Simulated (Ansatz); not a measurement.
# AsH₃+ (doublet): how energies converge with the basis set

One table from this session's results is given with a row withheld; the runs are named, their logs left out.

Program: Ansatz 0.2.0, Gaussian basis. Level of theory: one geometry, several basis sets. These are calculated values, not measurements.

The runs, in order: PBE0-D4/def2-SVP; ωB97M-V/def2-SVP; PBE0-D4/def2-QZVPP; ωB97M-V/def2-QZVPP; the functionals' def2-TZVPP values are taken from earlier runs.

## The geometry

The geometry comes from an earlier relaxation with PBE0-D4 in a triple-zeta def2 set; it is a stationary point.

SMILES `[AsH3+]`, 4 atoms, charge 1, spin multiplicity 2.

Atoms are counted from 1 here; the program's logs count them from 0.

Bond lengths: As1–H2 1.497 Å, As1–H3 1.497 Å, As1–H4 1.497 Å. Angles: H2–As1–H3 112.5°, H2–As1–H4 112.5°, H3–As1–H4 112.5°.

Set-up of the first run:

Contents of in.yaml:

```yaml
crystal:
  periodic: [false, false, false]
  atoms:
    - {symbol: As, position_ang: [-0.106419, 0.245594, -0.162480]}
    - {symbol: H, position_ang: [0.348277, 0.784045, 1.158155]}
    - {symbol: H, position_ang: [-1.259976, -0.699196, -0.030488]}
    - {symbol: H, position_ang: [1.018119, -0.330444, -0.965187]}
basis:
  gaussian: {orbitals: def2-SVP}
total_charge: 1
magnetization: {spin_polarized: true, initial_magnetization: 1}
hamiltonian: {xc: pbe0, dispersion: d4}
output: {orbitals: {seedname: orbitals}}
```

Launch:

```bash
> ansatz run in.yaml --threads 2 --pin off --events-out ev --progress --plain --max-ram 32768MiB --backend cpu
```

Steps of the session up to this table: PBE0-D4 in def2-SVP; ωB97M-V in def2-SVP; PBE0-D4 in def2-QZVPP; ωB97M-V in def2-QZVPP.

One of the session's tables, all rows but one given; the rest of the session is left out.

It belongs to the step «Density functionals: the series». 

```
functional       basis  HOMO (eV)  LUMO (eV)
   PBE0-D4    def2-SVP          ?          ?
   PBE0-D4  def2-TZVPP     -15.35     -11.25
   PBE0-D4  def2-QZVPP     -15.35     -11.24
   ωB97M-V    def2-SVP     -17.44      -9.19
   ωB97M-V  def2-TZVPP     -17.43      -9.21
   ωB97M-V  def2-QZVPP     -17.44      -9.22
```

**Question.** Estimate the row for PBE0-D4, def2-SVP.

As computed: HOMO (eV): -15.36; LUMO (eV): -11.27. In the column «HOMO (eV)» it lies between ωB97M-V, def2-TZVPP (-17.43) and PBE0-D4, def2-TZVPP (-15.35).
